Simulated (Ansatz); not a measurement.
# Al5Ag19: the cost of one run

Method: DFT PBE, scalar-relativistic, plane waves, PAW, in Ansatz 0.2.0.

## Step 1: The starting structure

The cell holds 24 atoms (Ag19Al5): a = 7.434 Å, b = 7.557 Å, c = 7.676 Å, α = 93.73°, β = 91.29°, γ = 93.95°.

19 Ag, 5 Al were thrown into a skewed cell at random, at 1.00 times a reference volume of the solid, and pushed apart as soft spheres.

Coordinates:

```
Ag Al
1.0
     7.42896   -0.25996   -0.08947
    -0.25996    7.54859   -0.24932
    -0.08947   -0.24932    7.67094
Ag Al
19 5
Direct
  0.61363 0.30666 0.17092
  0.96317 0.84160 0.45687
  0.53597 0.96474 0.98364
  0.02437 0.22578 0.64245
  0.18544 0.58337 0.56759
  0.31111 0.52789 0.19869
  0.62723 0.75670 0.27217
  0.55550 0.71750 0.63642
  0.86855 0.91934 0.80799
  0.30220 0.92925 0.30676
  0.68304 0.08097 0.49197
  0.56965 0.28723 0.79520
  0.22094 0.16252 0.04244
  0.30678 0.99119 0.68106
  0.87429 0.03883 0.16890
  0.18419 0.78334 0.96197
  0.79211 0.46645 0.48643
  0.93356 0.58257 0.16109
  0.37746 0.28435 0.46365
  0.54552 0.60625 0.95591
  0.89183 0.29361 0.95129
  0.05667 0.31628 0.32020
  0.83332 0.56843 0.82341
  0.21641 0.44620 0.86853
```

## Step 2: Dynamics at 1700 K

The cutoff is lowered while the worst contacts of the packing are taken out. One k point, a Fermi-Dirac width of 0.146 eV and a fixed cell.

input.yaml

```yaml
crystal:
  lattice:
    - [7.428963, -0.259961, -0.089467]
    - [-0.259961, 7.548587, -0.249315]
    - [-0.089467, -0.249315, 7.670939]
  atoms:
    - { symbol: Ag, position: [0.6136278503, 0.3066612281, 0.1709227961] }
    - { symbol: Ag, position: [0.9631746757, 0.8416038611, 0.4568744999] }
    - { symbol: Ag, position: [0.5359688484, 0.9647442721, 0.9836392311] }
    - { symbol: Ag, position: [0.0243682029, 0.2257831125, 0.6424450337] }
    - { symbol: Ag, position: [0.1854387169, 0.5833718695, 0.5675931189] }
    - { symbol: Ag, position: [0.3111082841, 0.5278910383, 0.1986905741] }
    - { symbol: Ag, position: [0.6272295124, 0.7567046823, 0.2721701869] }
    - { symbol: Ag, position: [0.5555016823, 0.7175048197, 0.6364175427] }
    - { symbol: Ag, position: [0.8685545997, 0.9193358845, 0.8079854744] }
    - { symbol: Ag, position: [0.3022003431, 0.9292454841, 0.3067604518] }
    - { symbol: Ag, position: [0.6830355148, 0.0809661592, 0.4919662052] }
    - { symbol: Ag, position: [0.5696453763, 0.2872294737, 0.7952017088] }
    - { symbol: Ag, position: [0.2209382477, 0.1625247237, 0.0424425135] }
    - { symbol: Ag, position: [0.3067766738, 0.9911892633, 0.6810577614] }
    - { symbol: Ag, position: [0.8742884431, 0.0388295915, 0.1688959388] }
    - { symbol: Ag, position: [0.1841865837, 0.7833383051, 0.9619687814] }
    - { symbol: Ag, position: [0.7921073256, 0.4664540927, 0.4864256125] }
    - { symbol: Ag, position: [0.9335604584, 0.5825718352, 0.1610948401] }
    - { symbol: Ag, position: [0.377461207, 0.2843541249, 0.4636490722] }
    - { symbol: Al, position: [0.5455225816, 0.6062488148, 0.9559148044] }
    - { symbol: Al, position: [0.8918294254, 0.2936141041, 0.9512924851] }
    - { symbol: Al, position: [0.0566699025, 0.3162787935, 0.3202027451] }
    - { symbol: Al, position: [0.833323182, 0.5684295458, 0.823410956] }
    - { symbol: Al, position: [0.2164112021, 0.4461980016, 0.8685261286] }
  symmetry: { detect: false }
basis:
  ecutwfc: 320
  xc_grid: 1
kpoints:
  mp_grid: { grid: [1, 1, 1], shift: [0.25, 0.25, 0.25] }
hamiltonian:
  xc: pbe
scf:
  occupations: { method: fermi_dirac, width: 0.1465 }
  lower_state_search: "off"
  convergence: { dr2_threshold: 1.0e-05 }
output:
  forces: true
  stress: true
md:
  timestep: 3.0
  n_steps: 24
  ensemble: nvt_langevin
  friction: 0.03
  temperature: 1700.0
  initial_velocities: maxwell_boltzmann
  seed: 43427
```

On the command line:

```console
$ ansatz run input.yaml --threads 2 --pin off --max-ram 5120MiB --backend cpu --events-out ev --progress --plain --runs-dir out
```

**Question.** How long does this run take on 2 threads of Arm Neoverse V2, shared host, and how much memory does it need?

About 82 s, with a peak of 0.64 GiB.
